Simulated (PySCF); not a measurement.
**RbGa at other levels of theory**

Aim: see what other levels and later steps give for RbGa.

Method: each script names its method and basis; program: PySCF 2.14.0.

4 further runs of the same task are left out: 1 for a known fault of the program, 3 that didn't finish.

### Step 1. The system as given

RbGa: 2 atoms, charge 0, spin multiplicity 1.

Bond lengths: Rb1–Ga2 3.102 Å.

### Step 2. Base script

input.py

```python
from pyscf import gto, scf

mol = gto.M(
    atom='Rb 0 0 0; Ga 0 0 3.102',
    basis='sbkjc',
    ecp={'Rb': 'sbkjc', 'Ga': 'sbkjc'},
    charge=0,
    spin=0,
    verbose=4,
)
mf = scf.RHF(mol)
mf.kernel()
mf.stability(internal=True, external=True)
mf.dip_moment()
print('orbital energies (hartree):', mf.mo_energy[..., max(0, mol.nelec[1]-3):mol.nelec[0]+3].round(4))
```

Command:

```console
OMP_NUM_THREADS=1 python input.py
```

Its log is not repeated here.

It gives: E(SCF) = -257.236268 Eh, 14 cycles, μ = 3.29 D, internal stable; real -> complex unstable; RHF/RKS -> UHF/UKS unstable.

The bond length is a typed value, not an optimised one.

### Step 3. Revtpss (RKS)

Variant 1 changes functional: none (Hartree–Fock) → revtpss; SCF type: RHF → RKS; step after the SCF: stability → analyze.

input.py

```python
from pyscf import gto, dft

mol = gto.M(
    atom='Rb 0 0 0; Ga 0 0 3.102',
    basis='sbkjc',
    ecp={'Rb': 'sbkjc', 'Ga': 'sbkjc'},
    charge=0,
    spin=0,
    verbose=4,
)
mf = dft.RKS(mol, xc='revtpss')
mf.kernel()
mf.mulliken_pop()
mf.dip_moment()
print('orbital energies (hartree):', mf.mo_energy[..., max(0, mol.nelec[1]-3):mol.nelec[0]+3].round(4))
```

Command:

```console
OMP_NUM_THREADS=1 python input.py
```

### Step 4. MP2

Variant 2 changes step after the SCF: stability → mp2; frozen orbitals: none → 4.

input.py: that of step 2 with these lines changed.

```diff
@@ -1,2 +1,2 @@
-from pyscf import gto, scf
+from pyscf import gto, scf, mp
 
@@ -12,3 +12,3 @@
 mf.kernel()
-mf.stability(internal=True, external=True)
+mp.MP2(mf, frozen=4).kernel()
 mf.dip_moment()
```

### Step 5. Gradient

Variant 3 changes step after the SCF: stability → gradient.

input.py: that of step 2 with these lines changed.

```diff
@@ -12,3 +12,3 @@
 mf.kernel()
-mf.stability(internal=True, external=True)
+mf.nuc_grad_method().kernel()
 mf.dip_moment()
```

### Step 6. Revpbe (RKS)

Variant 4 changes functional: none (Hartree–Fock) → revpbe; SCF type: RHF → RKS; step after the SCF: stability → analyze.

input.py: that of step 2 with these lines changed.

```diff
@@ -1,2 +1,2 @@
-from pyscf import gto, scf
+from pyscf import gto, dft
 
@@ -10,5 +10,5 @@
 )
-mf = scf.RHF(mol)
+mf = dft.RKS(mol, xc='revpbe')
 mf.kernel()
-mf.stability(internal=True, external=True)
+mf.mulliken_pop()
 mf.dip_moment()
```

**Question.** What will these runs give? Wanted: for each run, E(SCF); from base; gap; SCF dipole; after the SCF.

As calculated:

```tsv
run	E(SCF) (hartree)	from base (eV)	cycles	gap (eV)	SCF dipole (D)	after the SCF
base	-257.236268	0	14	4.17	3.29	unstable: real -> complex, RHF/RKS -> UHF/UKS
revtpss (RKS)	-258.194670	not comparable	17	0.30	1.18	n/a
MP2	-257.236268	0.0000	14	4.17	3.29	MP2 correlation -6.825 eV, core frozen
gradient	-257.236268	0.0000	14	4.17	3.29	n/a
revpbe (RKS)	-258.486501	not comparable	16	0.11	0.68	n/a
```

What this shows: Total energies of different functionals can't be compared with each other; differences within one functional can.
